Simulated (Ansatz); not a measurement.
# C2H4Cl2OSi: the cost of one run

The runs use Ansatz 0.2.0; RKS BHLYP-D4/def2-SVP.

## 1. The starting structure

SMILES `ClC1(Cl)OC[SiH2]1`, 10 atoms, charge 0, spin multiplicity 1.

Atoms are counted from 1 here; the program's logs count them from 0.

Bond lengths: Cl1–C2 1.845 Å, C2–Cl3 1.783 Å, C2–O4 1.396 Å, C2–Si6 1.932 Å, O4–C5 1.466 Å, C5–Si6 1.922 Å, C5–H7 1.112 Å, C5–H8 1.108 Å, Si6–H9 1.499 Å, Si6–H10 1.501 Å. Angles: Cl1–C2–Cl3 108.9°, Cl1–C2–O4 111.1°, Cl1–C2–Si6 110.9°, Cl3–C2–O4 110.6°, Cl3–C2–Si6 122.1°, O4–C2–Si6 92.0°, C2–O4–C5 103.0°, O4–C5–Si6 90.3°, O4–C5–H7 110.6°, O4–C5–H8 109.3°, Si6–C5–H7 116.0°, Si6–C5–H8 119.4°, H7–C5–H8 109.5°, C2–Si6–C5 71.1°, C2–Si6–H9 119.5°, C2–Si6–H10 114.4°, C5–Si6–H9 120.9°, C5–Si6–H10 114.2° and more.

Geometry (Å):

```
Cl   -0.33370   -1.69769    1.81132
C     0.62900   -0.80745    0.51292
Cl    2.34568   -1.27219    0.64424
O     0.13730   -1.09471   -0.76169
C    -0.74822    0.04042   -1.03790
Si    0.07249    1.03825    0.38481
H    -1.81089   -0.24543   -0.88144
H    -0.60429    0.37002   -2.08586
H    -0.75475    1.63711    1.48266
H     1.15048    1.98046   -0.06606
```

## 2. Relaxation

Input file input.yaml:

```yaml
crystal:
  periodic: [false, false, false]
  atoms:
    - { symbol: Cl, position_ang: [-0.333705, -1.69769, 1.811321] }
    - { symbol: C, position_ang: [0.628998, -0.807452, 0.512922] }
    - { symbol: Cl, position_ang: [2.345678, -1.272186, 0.644237] }
    - { symbol: O, position_ang: [0.137304, -1.094705, -0.76169] }
    - { symbol: C, position_ang: [-0.74822, 0.040418, -1.037903] }
    - { symbol: Si, position_ang: [0.072492, 1.038251, 0.384805] }
    - { symbol: H, position_ang: [-1.810886, -0.245427, -0.881438] }
    - { symbol: H, position_ang: [-0.604294, 0.37002, -2.085857] }
    - { symbol: H, position_ang: [-0.754751, 1.637108, 1.482658] }
    - { symbol: H, position_ang: [1.150484, 1.980464, -0.066056] }
basis:
  gaussian: { orbitals: def2-SVP }
hamiltonian:
  xc: { name: BHLYP }
  dispersion: d4
output:
  forces: true
relax:
  f_tol: 0.003
  max_steps: 120
```

On the command line:

```bash
> ansatz run input.yaml --threads 1 --pin off --max-ram 2560MiB --backend cpu --events-out ev --progress --plain --runs-dir out
```

**Question.** How long does this run take on 1 thread of Arm Neoverse V1, shared host, and how much memory does it need?

About 86 s, with a peak of 0.29 GiB.
